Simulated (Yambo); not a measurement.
NiO: optical spectrum with PBE

**What was measured.**

From “Local correlations, non-local screening, multiplets, and band formation in NiO”, 2012, arxiv:1210.6675, for a bulk crystal of NiO: band gap 4.3 eV.

NiO:

```
Ni O
1.0
     0.00000    2.08590    2.08590
     2.08590    0.00000    2.08590
     2.08590    2.08590    0.00000
Ni O
1 1
Direct
  0.00000 0.00000 0.00000
  0.50000 0.50000 0.50000
```

```
Program                             : Yambo 5.3.0
Task                                : optical spectrum
Functional                          : PBE
Potentials or basis                 : Ansatz NC SR PBE
Cutoff                              : 1401 eV
Density cutoff                      : 5606 eV
k mesh                              : 8 × 8 × 8
Occupations                         : fermi-dirac, width 0.05 eV
Spin                                : collinear spin, ferromagnetic start
Starting moments                    : [1.0, 0.0] μB
k mesh of the self-consistent run   : 12 × 12 × 12
Direction of the field or of q to 0 : x + y + z
Broadening                          : 0.3 eV
Kernel                              : Hartree (RPA with local fields)
Top of the energy range             : 15 eV
Energy points                       : 200
Correction of the levels            : none
Bands in the response               : 27
Cutoff of the response matrix       : 3 Ry
```

* Band gap on the k mesh, mean-field level: none (metal or under the smearing width)
* Net moment: 0.00 μB per cell

Dielectric function (along the field direction of the input):
| energy (eV) | real part | imaginary part |
| --- | --- | --- |
| 0.30 | 21.90 | 41.50 |
| 0.75 | 1.98 | 22.58 |
| 1.28 | -1.38 | 10.76 |
| 1.81 | -1.81 | 6.79 |
| 2.26 | -1.05 | 3.29 |
| 2.79 | 0.86 | 1.35 |
| 3.32 | 2.36 | 1.42 |
| 3.84 | 2.44 | 1.20 |
| 4.30 | 3.29 | 1.23 |
| 4.82 | 3.61 | 1.71 |
| 5.35 | 3.59 | 2.33 |
| 5.80 | 3.60 | 2.83 |
| 6.33 | 2.66 | 3.27 |
| 6.86 | 2.16 | 2.82 |
| 7.39 | 1.75 | 2.63 |
| 7.84 | 1.60 | 2.15 |
| 8.37 | 1.79 | 1.69 |
| 8.89 | 1.91 | 1.89 |
| 9.42 | 1.97 | 1.31 |
| 9.87 | 2.55 | 1.09 |
| 10.40 | 3.53 | 1.88 |
| 10.93 | 2.97 | 3.08 |
| 11.38 | 2.21 | 3.20 |
| 11.91 | 1.72 | 3.41 |
| 12.44 | 1.01 | 3.23 |
| 12.96 | 0.74 | 2.21 |
| 13.42 | 1.06 | 2.21 |
| 13.94 | 0.86 | 2.01 |
| 14.47 | 0.90 | 1.68 |
| 15.00 | 1.49 | 1.81 |

Run time: 4.4 min on 1 thread of Arm Neoverse V1, with other jobs on the host.

Against the measured gap of NiO, 4.3 eV (quoted in “Local correlations, non-local screening, multiplets, and band formation in NiO”, 2012, arxiv:1210.6675), the calculated 0.00 eV is off by -4.30 eV. So large a miss can be the level of theory's own, or it may mean another phase, state or a wrong row. The value is that of PBE on a finite k mesh, which can miss the band edges, without temperature or zero-point motion. Semilocal functionals fall short of measured gaps as a rule.

Caveat: the intraband (Drude) term of the metal is left out; the ground state has no gap, which makes the many-body step unreliable; spectra need much finer meshes, so this one isn't converged; these spectra lack excitons; semilocal functionals often make such compounds metallic where correlation or magnetic order opens a gap, which also shifts bond lengths.
